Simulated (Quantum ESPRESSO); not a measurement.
AgRh:

```
Ag Rh
1.0
     2.77759    0.00000    0.00000
    -1.38879    2.40546    0.00000
     0.00000    0.00000    4.80860
Ag Rh
1 1
Direct
  0.00000 0.00000 0.50000
  0.66667 0.33333 0.00000
```

The cell comes from a database or a generator and needn't be the stable form of this composition.

Base run:

| Item | Value |
| --- | --- |
| Program | Quantum ESPRESSO 7.5 |
| Functional | PBEsol |
| Potentials or basis | GBRV 1.5 PBEsol |
| Cutoff | 762 eV |
| Density cutoff | 6095 eV |
| k mesh | 11 × 11 × 6 |
| Occupations | fermi-dirac, width 0.05 eV |
| Spin | no spin polarisation |

Its results: band gap on the k mesh none (metal or under the smearing width); pressure -10.6 GPa.

**Question.** The run is repeated on the same cell with these changes: functional from PBEsol to PBE; potentials or basis from GBRV 1.5 PBEsol to SSSP 1.3 efficiency PBE; cutoff from 762 eV to 816 eV; density cutoff from 6095 eV to 3265 eV; valence electrons from 34 to 36. What comes out?

**Answer.** Band gap on the k mesh none (metal or under the smearing width); pressure -2.7 GPa.
